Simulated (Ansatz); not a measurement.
# Silicon, beta-Sn type under r²SCAN: ground state and equation of state

What does r²SCAN give for silicon in the beta-Sn type structure? We relax it, solve it on a dense k-mesh, switch on spin-orbit coupling, then scale the cell to 7 volumes from 88 to 112 % of the relaxed one and try a fit of the equation of state. The k-meshes are 13×13×9 for the relaxation; 22×22×15 for the dense run; 13×13×9 for spin-orbit coupling; 15×15×11 for the volumes.

Program: Ansatz 0.2.0. Level of theory: DFT r2SCAN, plane waves (500 eV) with PAW, scalar-relativistic; the PAW data stem from PBE, with regenerated cores. These are calculated values, not measurements.

### Step 1. The structure to begin with

The structure is tetragonal, space group I4_1/amd (No. 141). Conventional cell: a = 4.870 Å, b = 4.870 Å, c = 2.659 Å, α = 90.00°, β = 90.00°, γ = 90.00°. Si (site symmetry -4m2) is surrounded by 6 Si at 2.52 to 2.66 Å.

Structure file:

```cif
data_structure
_symmetry_space_group_name_H-M 'P 1'
_symmetry_Int_Tables_number 1
_cell_length_a 3.6914
_cell_length_b 3.6914
_cell_length_c 3.6914
_cell_angle_alpha 97.454
_cell_angle_beta 97.454
_cell_angle_gamma 137.779
_cell_volume 31.53
loop_
_atom_site_label
_atom_site_type_symbol
_atom_site_fract_x
_atom_site_fract_y
_atom_site_fract_z
_atom_site_occupancy
Si1 Si 0.00000 0.00000 0.00000 1
Si2 Si 0.75000 0.25000 0.50000 1
```

### Step 2. Geometry optimisation

Contents of input.yaml:

```yaml
crystal:
  lattice:
    - [-2.4350158441, 2.4350158441, 1.3295186509]
    - [2.4350158441, -2.4350158441, 1.3295186509]
    - [2.4350158441, 2.4350158441, -1.3295186509]
  atoms:
    - { symbol: Si, position: [0.0, 0.0, 0.0] }
    - { symbol: Si, position: [0.75, 0.25, 0.5] }
hamiltonian:
  xc: r2scan
  pseudopotentials:
    kind: paw
    azcp:
      Si: "pseudopotentials/Si.paw.azcp"
basis:
  ecutwfc: 500
  fft_grid_basis: typed
kpoints:
  mp_grid: { grid: [13, 13, 9], shift: [0, 0, 0] }
magnetization:
  spin_polarized: false
scf:
  occupations: { method: fermi_dirac, width: 0.1 }
relax:
  max_steps: 60
  f_tol: 0.01
  cell: {}
```

Run with:

```sh
$ ansatz run input.yaml --threads 1 --pin off --max-ram 3584MiB --backend cpu --events-out ev --progress --plain --runs-dir out
```

After this run come: Dense single point; A two-component run at the same geometry; Equation of state: 88 %; Equation of state: 92 %; Equation of state: 96 %; Equation of state: 100 %; Equation of state: 104 %; Equation of state: 108 %; Equation of state: 112 %.

What does the calculation give? Wanted: space group; conventional cell; volume; shortest distance; gap on the mesh; relative to diamond; highest ELF outside the cores; V₀, B₀, B₀′.

**Answer**, as computed:

| quantity | value |
| --- | --- |
| space group (spins left aside) | I4_1/amd (No. 141) |
| conventional cell | a = 4.790 Å, c = 2.659 Å (c/a = 0.555) |
| volume | 15.254 Å³/atom |
| shortest distance | 2.485 Å |
| gap on the mesh | none (levels filled in part) |
| relative to diamond | +426 meV/atom |
| highest ELF outside the cores | 0.88, 1.14 Å from the nearest atom |
| V₀, B₀, B₀′ | 15.258 Å³/atom, 111 GPa, 4.4 |

From the guessed start the volume shrank by 3.2 % in 7 steps. It lies 426 meV/atom above the element's reference form at the same level (diamond, from a run of its own), so it is far from stable. No gap shows: it is a metal or semimetal at this level. Totals with and without spin-orbit coupling (+0.19 eV/atom apart) can't be read as binding, since the two-component data shift the zero of energy. The fitted modulus is 111 GPa; letting shape and positions relax at each volume could only lower it. Relaxation kept the symmetry; phonons were not checked.
